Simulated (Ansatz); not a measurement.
**AlBFGaH7NSi: how energies converge with the basis set**

One table from this session's results is given with a row withheld; the runs are named, their logs left out.

Method: one geometry, several basis sets; program: Ansatz 0.2.0, Gaussian basis.

Plan: PBE0-D4/def2-SVP; ωB97M-V/def2-SVP; PBE0-D4/def2-QZVPP; ωB97M-V/def2-QZVPP; the functionals' def2-TZVPP values are taken from earlier runs.

**Structure used throughout**

An earlier PBE0-D4 in a triple-zeta def2 set relaxation fixed the geometry.

SMILES `B[N]([SiH3])[Al]([F])[GaH2]`, 13 atoms, charge 0, spin multiplicity 1.

Atoms are counted from 1 here; the program's logs count them from 0.

Bond lengths: B1–N2 1.416 Å, B1–H7 1.205 Å, B1–H8 1.198 Å, N2–Si3 1.734 Å, N2–Al4 1.826 Å, Si3–H9 1.523 Å, Si3–H10 1.482 Å, Si3–H11 1.482 Å, Al4–F5 1.648 Å, Al4–Ga6 2.486 Å, Ga6–H12 1.573 Å, Ga6–H13 1.572 Å. Angles: N2–B1–H7 120.0°, N2–B1–H8 120.1°, H7–B1–H8 119.9°, B1–N2–Si3 119.1°, B1–N2–Al4 125.6°, Si3–N2–Al4 115.3°, N2–Si3–H9 107.2°, N2–Si3–H10 113.4°, N2–Si3–H11 113.4°, H9–Si3–H10 105.6°, H9–Si3–H11 105.6°, H10–Si3–H11 111.0°, N2–Al4–F5 118.0°, N2–Al4–Ga6 105.9°, F5–Al4–Ga6 136.1°, Al4–Ga6–H12 120.9°, Al4–Ga6–H13 121.0°, H12–Ga6–H13 118.1°.

As a file:

```mol
AlBFGaH7NSi
  3D, bonds by distance, orders not assigned

 13 12  0  0  0  0  0  0  0  0999 V2000
    0.0993   -2.1649   -0.8976 B   0  0
   -0.0195   -0.8463   -0.3958 N   0  0
    1.1412   -0.2750    0.7582 Si  0  0
   -1.3161    0.3532   -0.8581 Al  0  0
   -2.4546   -0.1212   -1.9513 F   0  0
   -0.8324    2.4155    0.4438 Ga  0  0
    0.9981   -2.8741   -0.5220 H   0  0
   -0.6935   -2.5770   -1.6960 H   0  0
    0.7568    1.1559    1.1124 H   0  0
    2.5184   -0.1952    0.2174 H   0  0
    1.1166   -1.0230    2.0370 H   0  0
    0.1220    3.5266   -0.1285 H   0  0
   -1.4362    2.6255    1.8804 H   0  0
  1  2  8  0
  2  3  8  0
  2  4  8  0
  4  5  8  0
  4  6  8  0
  1  7  8  0
  1  8  8  0
  3  9  8  0
  3 10  8  0
  3 11  8  0
  6 12  8  0
  6 13  8  0
M  END
```

Set-up of the first run:

in.yaml

```yaml
crystal:
  periodic: [false, false, false]
  atoms:
    - {symbol: B, position_ang: [0.099265, -2.164904, -0.897597]}
    - {symbol: N, position_ang: [-0.019515, -0.846266, -0.395838]}
    - {symbol: Si, position_ang: [1.141154, -0.274981, 0.758212]}
    - {symbol: Al, position_ang: [-1.316072, 0.353165, -0.858109]}
    - {symbol: F, position_ang: [-2.454570, -0.121153, -1.951305]}
    - {symbol: Ga, position_ang: [-0.832350, 2.415481, 0.443812]}
    - {symbol: H, position_ang: [0.998076, -2.874113, -0.521950]}
    - {symbol: H, position_ang: [-0.693478, -2.577034, -1.696042]}
    - {symbol: H, position_ang: [0.756774, 1.155886, 1.112430]}
    - {symbol: H, position_ang: [2.518400, -0.195169, 0.217431]}
    - {symbol: H, position_ang: [1.116562, -1.022976, 2.037032]}
    - {symbol: H, position_ang: [0.121983, 3.526580, -0.128460]}
    - {symbol: H, position_ang: [-1.436230, 2.625483, 1.880393]}
basis:
  gaussian: {orbitals: def2-SVP}
hamiltonian: {xc: pbe0, dispersion: d4}
output: {orbitals: {seedname: orbitals}}
```

Launch:

```
ansatz run in.yaml --threads 2 --pin off --events-out ev --progress --plain --max-ram 32768MiB --backend cpu
```

Steps of the session up to this table: PBE0-D4 in def2-SVP; ωB97M-V in def2-SVP; PBE0-D4 in def2-QZVPP; ωB97M-V in def2-QZVPP.

One of the session's tables, all rows but one given; the rest of the session is left out.

| functional | basis | HOMO (eV) | LUMO (eV) |
| --- | --- | --- | --- |
| PBE0-D4 | def2-SVP | -7.38 | -1.74 |
| PBE0-D4 | def2-TZVPP | -7.38 | -1.76 |
| PBE0-D4 | def2-QZVPP | -7.39 | -1.78 |
| ωB97M-V | def2-SVP | ? | ? |
| ωB97M-V | def2-TZVPP | -9.39 | 0.00 |
| ωB97M-V | def2-QZVPP | -9.39 | -0.13 |

Estimate the missing values for ωB97M-V, def2-SVP.

**Answer.** HOMO (eV): -9.35; LUMO (eV): 0.08. In the column «HOMO (eV)» it lies between ωB97M-V, def2-QZVPP (-9.39) and PBE0-D4, def2-QZVPP (-7.39).
